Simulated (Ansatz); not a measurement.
**CH₈FNOSi₂: up Jacob's ladder to CCSD(T)**

The task here is to estimate one member of a computed series from the others.

The runs use Ansatz 0.2.0, Gaussian basis; functionals in def2-TZVPP, the program's frozen cores in correlated methods.

Levels to be run: PBE-D4, r2SCAN-D4, PBE0-D4, B3LYP-D4, ωB97X-V, ωB97M-V, B2PLYP; CCSD(T)/def2-TZVPP; MP2/def2-QZVPP; extrapolation to the limit.

## The relaxed structure

An earlier PBE0-D4 in a triple-zeta def2 set relaxation fixed the geometry.

SMILES `CO[SiH2]N[SiH2]F`, 14 atoms, charge 0, spin multiplicity 1.

Atoms are counted from 1 here; the program's logs count them from 0.

Bond lengths: C1–O2 1.408 Å, C1–H7 1.091 Å, C1–H8 1.096 Å, C1–H9 1.097 Å, O2–Si3 1.640 Å, Si3–N4 1.716 Å, Si3–H10 1.489 Å, Si3–H11 1.486 Å, N4–Si5 1.708 Å, N4–H12 1.011 Å, Si5–F6 1.601 Å, Si5–H13 1.478 Å, Si5–H14 1.480 Å. Angles: O2–C1–H7 108.3°, O2–C1–H8 111.3°, O2–C1–H9 111.8°, H7–C1–H8 108.4°, H7–C1–H9 108.4°, H8–C1–H9 108.5°, C1–O2–Si3 123.0°, O2–Si3–N4 109.1°, O2–Si3–H10 107.8°, O2–Si3–H11 111.5°, N4–Si3–H10 111.3°, N4–Si3–H11 106.8°, H10–Si3–H11 110.4°, Si3–N4–Si5 127.7°, Si3–N4–H12 116.1°, Si5–N4–H12 116.2°, N4–Si5–F6 112.1°, N4–Si5–H13 108.7° and more.

The first run:

File in.yaml:

```yaml
crystal:
  periodic: [false, false, false]
  atoms:
    - {symbol: C, position_ang: [-0.192504, 2.320690, 1.505999]}
    - {symbol: O, position_ang: [-0.348269, 1.375517, 0.473758]}
    - {symbol: Si, position_ang: [0.569923, 0.021822, 0.356098]}
    - {symbol: N, position_ang: [0.312884, -0.700323, -1.179498]}
    - {symbol: Si, position_ang: [-0.533127, -2.142241, -1.528103]}
    - {symbol: F, position_ang: [0.448387, -3.401169, -1.649866]}
    - {symbol: H, position_ang: [-0.752822, 3.217708, 1.237344]}
    - {symbol: H, position_ang: [-0.582770, 1.940784, 2.456684]}
    - {symbol: H, position_ang: [0.858986, 2.598375, 1.647752]}
    - {symbol: H, position_ang: [1.992866, 0.421221, 0.533193]}
    - {symbol: H, position_ang: [0.184205, -0.987027, 1.376162]}
    - {symbol: H, position_ang: [0.706750, -0.211704, -1.972268]}
    - {symbol: H, position_ang: [-1.461664, -2.427927, -0.414341]}
    - {symbol: H, position_ang: [-1.202845, -2.025726, -2.842905]}
basis:
  gaussian: {orbitals: def2-TZVPP}
hamiltonian: {xc: pbe, dispersion: d4}
output: {forces: true, orbitals: {seedname: orbitals}}
```

The run is started by

```console
ansatz run in.yaml --threads 2 --pin off --events-out ev --progress --plain --max-ram 22528MiB --backend cuda --devices 0, --max-vram 18GiB
```

Steps of the session up to this table: PBE-D4 (GGA); r2SCAN-D4 (meta-GGA); PBE0-D4 (hybrid); B3LYP-D4 (hybrid); ωB97X-V (range-separated); ωB97M-V (range-separated); B2PLYP (double hybrid); CCSD(T) in def2-TZVPP; MP2 in def2-QZVPP.

One table of the session follows, with a row left open; its other results are not shown here.

It belongs to the step «Atomisation energies». 

```
            method  atomisation energy (kJ/mol)
            PBE-D4                       5166.2
         r2SCAN-D4                       5129.0
           PBE0-D4                       5089.4
          B3LYP-D4                       5137.6
           ωB97X-V                       5167.6
           ωB97M-V                       5158.1
            B2PLYP                       5087.6
     HF/def2-TZVPP                       3769.3
    MP2/def2-TZVPP                            ?
   CCSD/def2-TZVPP                       4945.3
CCSD(T)/def2-TZVPP                       5009.0
           MP2/CBS                       5234.6
       CCSD(T)/CBS                       5159.1
```

Estimate the missing values for MP2/def2-TZVPP.

The run gave: atomisation energy (kJ/mol): 5084.5. In the column «atomisation energy (kJ/mol)» it lies between CCSD(T)/def2-TZVPP (5009.0) and B2PLYP (5087.6).
